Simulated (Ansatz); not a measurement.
**AlF3H5NSi: from a rough start to a minimum**

What shape does AlF3H5NSi take? The plan is to relax it, then compute its harmonic vibrations to see whether it is a minimum and to get the zero-point energy and entropy, and look at its orbitals and charge.

Computed with Ansatz 0.2.0, Gaussian basis. Level: RKS PBE0-D4/def2-TZVP.

Levels to be run: relaxation at PBE-D4/def2-SVP; relaxation at PBE0-D4/def2-TZVP; harmonic vibrations at the same level; a single point in def2-TZVPP for the fields.

## (1) Where the work starts

11 atoms, charge 0, spin multiplicity 1.

Atoms are counted from 1 here; the program's logs count them from 0.

Bond lengths: F1–Al2 1.763 Å, Al2–F3 1.771 Å, Al2–F4 1.794 Å, Al2–N5 1.916 Å, N5–Si6 1.817 Å, N5–H7 1.057 Å, N5–H8 1.019 Å, Si6–H9 1.502 Å, Si6–H10 1.449 Å, Si6–H11 1.490 Å. Angles: F1–Al2–F3 107.7°, F1–Al2–F4 111.7°, F1–Al2–N5 111.6°, F3–Al2–F4 107.8°, F3–Al2–N5 110.0°, F4–Al2–N5 107.9°, Al2–N5–Si6 109.0°, Al2–N5–H7 110.7°, Al2–N5–H8 112.4°, Si6–N5–H7 107.4°, Si6–N5–H8 107.7°, H7–N5–H8 109.5°, N5–Si6–H9 110.5°, N5–Si6–H10 110.2°, N5–Si6–H11 109.8°, H9–Si6–H10 108.6°, H9–Si6–H11 107.9°, H10–Si6–H11 109.7°.

The start is a force-field geometry with small random shifts, so a cheaper pass at PBE-D4/def2-SVP comes first.

## (2) Optimising with PBE-D4/def2-SVP (cheap first pass)

in.yaml reads:

```yaml
crystal:
  periodic: [false, false, false]
  atoms:
    - {symbol: F, position_ang: [-1.786100, -1.580900, 0.691400]}
    - {symbol: Al, position_ang: [-0.243300, -1.509800, -0.158100]}
    - {symbol: F, position_ang: [1.019500, -2.012600, 0.977300]}
    - {symbol: F, position_ang: [-0.203200, -2.633400, -1.556500]}
    - {symbol: N, position_ang: [0.123800, 0.254400, -0.808800]}
    - {symbol: Si, position_ang: [0.159000, 1.407800, 0.595200]}
    - {symbol: H, position_ang: [1.073500, 0.291000, -1.271300]}
    - {symbol: H, position_ang: [-0.585900, 0.582600, -1.462300]}
    - {symbol: H, position_ang: [1.221600, 1.008700, 1.578500]}
    - {symbol: H, position_ang: [0.439100, 2.752200, 0.132300]}
    - {symbol: H, position_ang: [-1.152600, 1.383000, 1.302700]}
basis:
  gaussian: {orbitals: def2-SVP}
hamiltonian: {xc: pbe, dispersion: d4}
relax: {f_tol: 0.03, max_steps: 200}
```

Started as:

```
$ ansatz run in.yaml --threads 4 --pin off --events-out ev --progress --plain --max-ram 10444MiB
```

Output, cut to the lines that bear on the results:

```text
Functional definition: PBE
  name "PBE"
  cite "Perdew, Burke & Ernzerhof, Phys. Rev. Lett. 77, 3865 (1996) doi:10.1103/PhysRevLett.77.3865"
  parent pbe
[...]
1295 factors; their error is unknown
[...]
mean field -24173.63829180 eV, -888.3648217429 hartree, gradient 4.8e-5 eV, S^2 0.000000; 0 other end points of the search recorded, 0 dependent functions left out
[...]
reference -24173.63833684 eV, -888.3648233983 hartree; 33, 33 occupied and 84, 84 virtual orbitals, 1295 factors
relax step   1: F+E_penalty+E_count = -24173.87260401 eV  Δ(F+E_penalty+E_count) = +0.000e0 eV  max|allowed force component| = 4.584e0 eV/Å  Δτ_max = 0.0000 Å  (28 SCF iters, accepted)
[...]
relax step   5: F+E_penalty+E_count = -24174.63936112 eV  Δ(F+E_penalty+E_count) = -2.198e-3 eV  max|allowed force component| = 3.183e-2 eV/Å  Δτ_max = 0.0171 Å  (27 SCF iters, accepted)
[...]
relax step   9: F+E_penalty+E_count = -24174.67896116 eV  Δ(F+E_penalty+E_count) = -2.404e-2 eV  max|allowed force component| = 5.545e-1 eV/Å  Δτ_max = 0.1948 Å  (27 SCF iters, accepted)
[...]
relax step  13: F+E_penalty+E_count = -24174.77066810 eV  Δ(F+E_penalty+E_count) = -8.465e-3 eV  max|allowed force component| = 1.206e-1 eV/Å  Δτ_max = 0.0510 Å  (29 SCF iters, accepted)
[...]
relax step  15: F+E_penalty+E_count = -24174.77547816 eV  Δ(F+E_penalty+E_count) = -1.177e-3 eV  max|allowed force component| = 4.292e-2 eV/Å  Δτ_max = 0.0759 Å  (28 SCF iters, accepted)
[...]
relax step  16: F+E_penalty+E_count = -24174.77573726 eV  Δ(F+E_penalty+E_count) = -2.591e-4 eV  max|allowed force component| = 1.386e-2 eV/Å  Δτ_max = 0.0144 Å  (28 SCF iters, accepted)
1295 factors; their error is unknown
[...]
mean field -24174.53673830 eV, -888.3978390429 hartree, gradient 1.5e-5 eV, S^2 0.000000; 1 other end points of the search recorded, 0 dependent functions left out
[...]
reference -24174.53678422 eV, -888.3978407307 hartree; 33, 33 occupied and 84, 84 virtual orbitals, 1295 factors
Total energy: -24174.77578319 eV, -888.4066237805 hartree
Atom 0 at    -1.984225    -1.910483    -0.390652 Å, force     0.005389     0.001400     0.000030 eV/Å
Atom 1 at    -0.344588    -1.627782    -0.144814 Å, force     0.001909     0.001769     0.002995 eV/Å
Atom 2 at     0.144752    -1.407692     1.464409 Å, force    -0.003553    -0.002075    -0.007604 eV/Å
Atom 3 at     0.739274    -2.434737    -1.146276 Å, force    -0.003768     0.003295     0.002613 eV/Å
Atom 4 at    -0.139104     0.281382    -0.729274 Å, force     0.010762     0.003108    -0.000553 eV/Å
Atom 5 at     0.443173     1.328930     0.668663 Å, force    -0.013857     0.000746    -0.001186 eV/Å
Atom 6 at     0.519625     0.298160    -1.524211 Å, force    -0.008963    -0.004126     0.002578 eV/Å
Atom 7 at    -1.049544     0.598129    -1.098944 Å, force     0.003906    -0.001241     0.002849 eV/Å
Atom 8 at     1.784917     0.816473     1.066313 Å, force    -0.000319     0.003646    -0.001309 eV/Å
Atom 9 at     0.560495     2.729371     0.132587 Å, force     0.002871    -0.007280     0.002701 eV/Å
Atom 10 at    -0.609374     1.271249     1.722599 Å, force     0.005623     0.000758    -0.003114 eV/Å
Dipole moment:     0.142816     1.147402    -0.283307 e Å
```

Wall time 24 s (4 threads of Arm Neoverse V1, shared host).

Along the way:

```
step  energy from step 1 (eV)  largest force component (eV/Å)
   1                   0.0000                          4.5844
   2                  -0.5599                          1.7605
   3                  -0.7297                          0.5440
   4                  -0.7646                          0.1420
   5                  -0.7668                          0.0318
   6                  -0.7674                          0.0180
   7                  -0.7728                          0.2609
   8                  -0.7823                          0.3792
   9                  -0.8064                          0.5545
  10                  -0.8587                          0.1651
  11                  -0.8806                          0.2046
  12                  -0.8896                          0.3408
  13                  -0.8981                          0.1206
  14                  -0.9017                          0.0115
  15                  -0.9029                          0.0429
  16                  -0.9031                          0.0139
```

The force was under the threshold of 0.03 eV/Å already at step 6, but the program went on to step 16.

Distances of close pairs at the start and the end, largest changes first:

```
   bond  before (Å)  after (Å)  change (Å)
 Al2–F4       1.794      1.682      -0.112
 Al2–N5       1.916      2.007      +0.091
 F1–Al2       1.763      1.682      -0.081
 Al2–F3       1.771      1.696      -0.075
Si6–H10       1.449      1.504      +0.055
  N5–H7       1.057      1.033      -0.024
 N5–Si6       1.817      1.841      +0.024
  N5–H8       1.019      1.032      +0.013
```

## (3) Optimising with PBE0-D4/def2-TZVP

in.yaml reads:

```yaml
crystal:
  periodic: [false, false, false]
  atoms:
    - {symbol: F, position_ang: [-1.984225, -1.910483, -0.390652]}
    - {symbol: Al, position_ang: [-0.344588, -1.627782, -0.144814]}
    - {symbol: F, position_ang: [0.144752, -1.407692, 1.464409]}
    - {symbol: F, position_ang: [0.739274, -2.434737, -1.146276]}
    - {symbol: N, position_ang: [-0.139104, 0.281382, -0.729274]}
    - {symbol: Si, position_ang: [0.443173, 1.328930, 0.668663]}
    - {symbol: H, position_ang: [0.519625, 0.298160, -1.524211]}
    - {symbol: H, position_ang: [-1.049544, 0.598129, -1.098944]}
    - {symbol: H, position_ang: [1.784917, 0.816473, 1.066313]}
    - {symbol: H, position_ang: [0.560495, 2.729371, 0.132587]}
    - {symbol: H, position_ang: [-0.609374, 1.271249, 1.722599]}
basis:
  gaussian: {orbitals: def2-TZVP}
hamiltonian: {xc: pbe0, dispersion: d4}
relax: {f_tol: 0.005, max_steps: 150}
```

The command is unchanged.

Output, cut to the lines that bear on the results:

```text
Functional definition: PBE0
  name "PBE0"
  cite "Adamo & Barone, J. Chem. Phys. 110, 6158 (1999) doi:10.1063/1.478522"
  cite "Perdew, Burke & Ernzerhof, Phys. Rev. Lett. 77, 3865 (1996) doi:10.1103/PhysRevLett.77.3865"
  parent pbe
[...]
1390 factors; their error is unknown
[...]
mean field -24193.53544490 eV, -889.0960286326 hartree, gradient 5.8e-5 eV, S^2 0.000000; 0 other end points of the search recorded, 0 dependent functions left out
[...]
reference -24193.53548318 eV, -889.0960300396 hartree; 33, 33 occupied and 195, 195 virtual orbitals, 1390 factors
relax step   1: F+E_penalty+E_count = -24193.73805483 eV  Δ(F+E_penalty+E_count) = +0.000e0 eV  max|allowed force component| = 7.344e-1 eV/Å  Δτ_max = 0.0000 Å  (26 SCF iters, accepted)
[...]
Atom 1 at    -0.342236    -1.626263    -0.138280 Å, force     0.001161    -0.000330     0.002937 eV/Å
Atom 2 at     0.122377    -1.499472     1.453180 Å, force     0.000019     0.001370     0.000028 eV/Å
Atom 3 at     0.722544    -2.388255    -1.152342 Å, force    -0.001635     0.000167    -0.001223 eV/Å
Atom 4 at    -0.130107     0.273539    -0.691939 Å, force    -0.001776    -0.000370    -0.000774 eV/Å
Atom 5 at     0.439798     1.345370     0.646016 Å, force     0.003267    -0.000265    -0.000660 eV/Å
Atom 6 at     0.515967     0.279400    -1.478583 Å, force    -0.000510    -0.000021     0.000837 eV/Å
Atom 7 at    -1.031648     0.575106    -1.055981 Å, force     0.000318    -0.000706    -0.000246 eV/Å
Atom 8 at     1.764631     0.846259     1.055890 Å, force    -0.000551    -0.000471     0.000844 eV/Å
Atom 9 at     0.548459     2.718347     0.091906 Å, force    -0.001345     0.000457     0.001107 eV/Å
Atom 10 at    -0.587357     1.291681     1.701676 Å, force     0.000270     0.000412    -0.000981 eV/Å
Dipole moment:     0.154184     1.194231    -0.271083 e Å
```

Run time: 30 s. Hardware: 4 threads of Arm Neoverse V1, shared host; peak memory 0.67 GiB.

Along the way:

```
step  energy from step 1 (eV)  largest force component (eV/Å)
   1                   0.0000                          0.7344
   2                  -0.0508                          0.4822
   3                  -0.0677                          0.0772
   4                  -0.0682                          0.0459
   5                  -0.0685                          0.0068
   6                  -0.0685                          0.0033
```

Close pairs (by a distance rule), those that changed most:

```
   bond  before (Å)  after (Å)  change (Å)
 N5–Si6       1.841      1.807      -0.035
 Al2–F3       1.696      1.663      -0.034
 Al2–F4       1.682      1.656      -0.026
 F1–Al2       1.682      1.656      -0.026
Si6–H10       1.504      1.485      -0.020
 Al2–N5       2.007      1.990      -0.017
Si6–H11       1.491      1.474      -0.017
 Si6–H9       1.490      1.474      -0.016
```

Mulliken charges at the end point, from the run's report:

```
atom  value (e)
  F1      -0.38
 Al2       0.77
  F3      -0.38
  F4      -0.38
  N5      -0.48
 Si6       0.22
  H7       0.29
  H8       0.29
  H9       0.03
 H10      -0.01
 H11       0.03
```

## (4) Force constants and modes

in.yaml reads:

```yaml
crystal:
  periodic: [false, false, false]
  atoms:
    - {symbol: F, position_ang: [-1.957027, -1.872712, -0.411143]}
    - {symbol: Al, position_ang: [-0.342236, -1.626263, -0.138280]}
    - {symbol: F, position_ang: [0.122377, -1.499472, 1.453180]}
    - {symbol: F, position_ang: [0.722544, -2.388255, -1.152342]}
    - {symbol: N, position_ang: [-0.130107, 0.273539, -0.691939]}
    - {symbol: Si, position_ang: [0.439798, 1.345370, 0.646016]}
    - {symbol: H, position_ang: [0.515967, 0.279400, -1.478583]}
    - {symbol: H, position_ang: [-1.031648, 0.575106, -1.055981]}
    - {symbol: H, position_ang: [1.764631, 0.846259, 1.055890]}
    - {symbol: H, position_ang: [0.548459, 2.718347, 0.091906]}
    - {symbol: H, position_ang: [-0.587357, 1.291681, 1.701676]}
basis:
  gaussian: {orbitals: def2-TZVP}
hamiltonian: {xc: pbe0, dispersion: d4}
phonons: {temperatures: {t_min: 298.15, t_max: 900, t_step: 200}}
```

The command is unchanged.

Output, cut to the lines that bear on the results:

```text
Functional definition: PBE0
  name "PBE0"
  cite "Adamo & Barone, J. Chem. Phys. 110, 6158 (1999) doi:10.1063/1.478522"
  cite "Perdew, Burke & Ernzerhof, Phys. Rev. Lett. 77, 3865 (1996) doi:10.1103/PhysRevLett.77.3865"
  parent pbe
[...]
1390 factors; their error is unknown
[...]
mean field -24193.60280607 eV, -889.0985041099 hartree, gradient 5.4e-5 eV, S^2 0.000000; 0 other end points of the search recorded, 0 dependent functions left out
[...]
reference -24193.60284435 eV, -889.0985055168 hartree; 33, 33 occupied and 195, 195 virtual orbitals, 1390 factors
[...]
1390 factors; their error is unknown
[...]
mean field -24193.60270023 eV, -889.0985002207 hartree, gradient 1.4e-6 eV, S^2 0.000000; 0 other end points of the search recorded, 0 dependent functions left out
[...]
Atom 4 at    -0.130107     0.273539    -0.691939 Å, force    -0.001742    -0.000272    -0.000752 eV/Å
Atom 5 at     0.439798     1.345370     0.646016 Å, force     0.003255    -0.000220    -0.000690 eV/Å
Atom 6 at     0.515967     0.279400    -1.478583 Å, force    -0.000514    -0.000028     0.000844 eV/Å
Atom 7 at    -1.031648     0.575106    -1.055981 Å, force     0.000319    -0.000720    -0.000242 eV/Å
Atom 8 at     1.764631     0.846259     1.055890 Å, force    -0.000574    -0.000493     0.000849 eV/Å
Atom 9 at     0.548459     2.718347     0.091906 Å, force    -0.001346     0.000452     0.001100 eV/Å
Atom 10 at    -0.587357     1.291681     1.701676 Å, force     0.000285     0.000386    -0.000994 eV/Å
Dipole moment:     0.154183     1.194228    -0.271086 e Å
Vibrations: 27.77 100.24 145.26 178.36 196.53 239.78 255.47 309.86 475.45 517.42 667.28 685.44 718.93 734.64 868.27 890.89 923.96 947.06 960.89 1005.85 1015.56 1587.91 2239.38 2292.82 2310.85 3490.51 3561.69 cm⁻¹, zero-point energy 1.695366 eV
```

It took 3.3 min on 4 threads of Arm Neoverse V1, shared host; peak memory 0.75 GiB.

Motions are named by where the mode's potential energy lies. Wavenumbers, unscaled:

```
mode  cm⁻¹             motion
   1    28            torsion
   2   100               bend
   3   145               bend
   4   178               bend
   5   197            torsion
   6   240  torsion with bend
   7   255  bend with torsion
   8   310               bend
   9   475       Al–N stretch
  10   517  torsion with bend
  11   667       Al–F stretch
  12   685               bend
  13   719  bend with torsion
  14   735       Si–N stretch
  15   868       Al–F stretch
  16   891       Al–F stretch
  17   924  bend with torsion
  18   947               bend
  19   961  bend with torsion
  20  1006  bend with torsion
  21  1016  bend with torsion
  22  1588               bend
  23  2239       Si–H stretch
  24  2293       Si–H stretch
  25  2311       Si–H stretch
  26  3491        N–H stretch
  27  3562        N–H stretch
```

Ideal gas, rigid rotor and harmonic oscillator at 298.15 K and 1 bar, with symmetry number 1:

```
                term            value
   zero-point energy    39.1 kcal/mol
          H(298) − E    45.3 kcal/mol
entropy, translation  169.7 J/(mol K)
   entropy, rotation  118.9 J/(mol K)
  entropy, vibration  104.4 J/(mol K)
      entropy, total  392.9 J/(mol K)
```

## (5) Fields at the relaxed geometry

Changes to in.yaml since step 4:

```diff
@@ -15,4 +15,4 @@
 basis:
-  gaussian: {orbitals: def2-TZVP}
+  gaussian: {orbitals: def2-TZVPP}
 hamiltonian: {xc: pbe0, dispersion: d4}
-phonons: {temperatures: {t_min: 298.15, t_max: 900, t_step: 200}}
+output: {orbitals: {seedname: orbitals}}
```

Launched as before.

Output:

```text
Functional definition: PBE0
  name "PBE0"
  cite "Adamo & Barone, J. Chem. Phys. 110, 6158 (1999) doi:10.1063/1.478522"
  cite "Perdew, Burke & Ernzerhof, Phys. Rev. Lett. 77, 3865 (1996) doi:10.1103/PhysRevLett.77.3865"
  parent pbe
  parameter a = 0.25
  parameter kappa = 0.804
  parameter beta = 0.06672455060314922
  exchange = (1 - a)*pbe_x(kappa = kappa, mu = beta*pi^2/3) + a*exact_x
  correlation = pbe_c(beta = beta)
1509 factors; their error is unknown
mean field evaluation 1: about -24184.6866 eV, gradient 7.7e1 eV
mean field evaluation 2: about -24175.4185 eV, gradient 1.1e2 eV
mean field evaluation 4: about -24193.5820 eV, gradient 3.7e0 eV
mean field evaluation 8: about -24193.6653 eV, gradient 3.2e-2 eV
mean field -24193.66526781 eV, -889.1007995366 hartree, gradient 2.1e-5 eV, S^2 0.000000; 0 other end points of the search recorded, 0 dependent functions left out
reference -24193.66530624 eV, -889.1008009489 hartree; 33, 33 occupied and 245, 245 virtual orbitals, 1509 factors
Total energy: -24193.86909223 eV, -889.1082899460 hartree
```

Wall time 4 s (4 threads of Arm Neoverse V1, shared host); peak memory 0.81 GiB.

Orbitals, density, ELF and potential are computed afterwards from the orbital file.

Frontier orbitals at PBE0-D4/def2-TZVPP, with the share of their density that lies nearest to each atom:

```
orbital  energy (eV)                                      lies on
 HOMO-1       -10.39                   F1, F3, F4 about 32 % each
   HOMO       -10.17     H10 36 %; N5 17 %; F1, F4 about 9 % each
   LUMO        -0.94  5 H atoms about 14 % each; Si6 14 %; N5 7 %
```

ELF in a plane through or near 5 of the atoms.

Ten even steps from ' ' (0.00) to '@' (1.00):
```
                                                        
                                                        
                                                        
                            ::--==--::..                
                          ..++##%%##==::                
                          ::####++%%**==..              
                ..::::..  ::##****%%**==..              
              ..----==::..  ==####++::..                
          ..::::  ::==  ......    **##--                
      ::**%%%%##::****..==****--  ####++                
      **@@@@@@@@--::::==%%##%%%%==..--                  
      %%@@@@@@@@@@**::%%%%==::%%##..                    
      ++@@@@@@@@@@++..++********==..                    
      ::%%@@@@@@**..  ::==++++--..                      
        ::**##**..      ..::::..                        
                                                        
                                                        
                                                        
                                                        
                                                        
```
The map spans 10.6 Å across and 8.9 Å up, centred on the molecule. Atoms in the plane (x, y in Å): Al2 (1.6, 0.3), F3 (1.0, 1.9), N5 (0.0, -0.8), Si6 (-1.5, 0.2), H10 (-2.7, -0.7).

On the surface of density 0.002 e/bohr³ the electrostatic potential runs, from the 1st to the 99th percentile, from -1.55 V near F1 to 2.92 V near H8.

## (6) Outcome

```
                  quantity             value
               point group                Cs
                     steps            16 + 6
shift from the start (rms)           0.720 Å
              total energy    -24193.8066 eV
           dispersion term          -204 meV
             dipole moment            5.93 D
lowest, highest wavenumber     28, 3562 cm⁻¹
         zero-point energy     39.1 kcal/mol
       entropy at 298.15 K   392.9 J/(mol K)
                HOMO, LUMO  -10.17, -0.94 eV
```

The relaxed geometry lies 0.72 Å (rms) from the start; the bond that changed most is Al2–F4, from 1.794 to 1.656 Å. All wavenumbers are real, so the end point is a minimum. The stiffest mode, 3562 cm⁻¹, is an N–H stretch, and 5 modes under 200 cm⁻¹ make the vibrational entropy uncertain. Harmonic hybrid wavenumbers usually lie a few per cent above measured fundamentals. The largest Mulliken charge, +0.77 e, sits on Al2. The HOMO lies mostly on H10 36 %; N5 17 % and the LUMO on 5 H atoms about 14 % each; Si6 14 %.
